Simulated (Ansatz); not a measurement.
Geometry optimisation, DFT PBE, scalar-relativistic, plane waves, PAW in Ansatz.

The input (input.yaml):

```yaml
crystal:
  lattice:
    - [-4.9709, -4.9709, 0.0]
    - [4.9709, -4.9709, 0.0]
    - [0.0, 0.0, 6.9278]
  atoms:
    - { symbol: Si, position: [0.1995, 0.5, 0.0] }
    - { symbol: Si, position: [0.0, 0.1995, 0.25] }
    - { symbol: Si, position: [0.8005, 0.5, 0.5] }
    - { symbol: Si, position: [0.0, 0.8005, 0.75] }
    - { symbol: O, position: [0.32855, 0.56775, 0.1786] }
    - { symbol: O, position: [0.93225, 0.32855, 0.4286] }
    - { symbol: O, position: [0.67145, 0.43225, 0.6786] }
    - { symbol: O, position: [0.06775, 0.67145, 0.9286] }
    - { symbol: F, position: [1.17145, 0.93225, 0.6786], spin: 1.0 }
    - { symbol: O, position: [0.67145, 0.56775, 0.3214] }
    - { symbol: O, position: [0.06775, 0.32855, 0.0714] }
    - { symbol: O, position: [0.32855, 0.43225, 0.8214] }
    - { symbol: Si, position: [0.6995, 0.0, 0.0] }
    - { symbol: Si, position: [0.5, 0.6995, 0.25] }
    - { symbol: Si, position: [0.3005, 0.0, 0.5] }
    - { symbol: Si, position: [0.5, 0.3005, 0.75] }
    - { symbol: O, position: [0.82855, 0.06775, 0.1786] }
    - { symbol: O, position: [0.43225, 0.82855, 0.4286] }
    - { symbol: O, position: [0.56775, 0.17145, 0.9286] }
    - { symbol: O, position: [0.43225, 0.17145, 0.5714] }
    - { symbol: O, position: [0.17145, 0.06775, 0.3214] }
    - { symbol: O, position: [0.56775, 0.82855, 0.0714] }
    - { symbol: O, position: [0.82855, 0.93225, 0.8214] }
magnetization:
  spin_polarized: true
total_charge: 2
basis:
  ecutwfc: 420.0
kpoints:
  mp_grid: { grid: [2, 2, 2] }
hamiltonian:
  xc: pbe
  pseudopotentials: { kind: paw, azcp: { folder: soft_1 } }
scf:
  occupations: { method: gaussian, width: 0.05 }
  lower_state_search: "off"
relax:
  f_tol: 0.03
  max_steps: 60
  adjacent_minimum: "off"
```

Run as:

```bash
$ ansatz run input.yaml --threads 2 --pin off --max-ram 5120MiB --backend cpu --events-out ev --progress --plain --runs-dir out
```

**Question.** Where does it end, and by what steps?

**Answer.** It converged. Limits of this set-up: coarse k mesh, a small cell, in which the defect meets its images, charged cell in a uniform background, uncorrected. After 8 steps the energy has fallen by 1.851 eV; Si4 moved furthest, 0.29 Å.

| step | energy less start (eV) | largest force component (eV/Å) | accepted |
| --- | --- | --- | --- |
| 0 | 0.0000 | 5.001 | yes |
| 1 | -0.7616 | 3.219 | yes |
| 2 | -1.7257 | 0.667 | yes |
| 3 | -1.8128 | 0.479 | yes |
| 4 | -1.8050 | 0.502 | no |
| 5 | -1.8437 | 0.203 | yes |
| 6 | -1.8461 | 0.127 | yes |
| 7 | -1.8500 | 0.058 | yes |
| 8 | -1.8510 | 0.016 | yes |

```xyz
23
Lattice="-4.9709 -4.9709 0.0000 4.9709 -4.9709 0.0000 0.0000 0.0000 6.9278" Properties=species:S:1:pos:R:3
Si 1.486 -3.512 0.029
Si 0.899 -1.020 1.642
Si -1.606 -6.274 3.342
Si 4.064 -3.715 5.270
O 1.215 -4.412 1.356
O -3.131 -6.445 2.941
O -1.278 -5.539 4.705
O 3.080 -3.615 6.513
F -1.205 -10.277 4.592
O -0.571 -6.290 2.145
O 1.170 -1.957 0.358
O 0.650 -4.017 5.663
Si -3.385 -3.470 0.039
Si 1.003 -5.971 1.740
Si -1.563 -1.589 3.373
Si -0.915 -4.029 5.281
O -3.801 -4.439 1.274
O 1.853 -6.329 3.098
O -1.838 -3.733 6.567
O -1.199 -2.959 4.082
O -0.642 -1.149 2.154
O 1.390 -6.896 0.475
O 0.651 -8.720 5.610
```

Whether the end is a true minimum wasn't checked by a vibrational analysis.

Time of the run: 72 s on 2 threads of Intel(R) Xeon(R) Platinum 8488C (Sapphire Rapids), with other jobs on the host, peak memory 0.9 GiB.
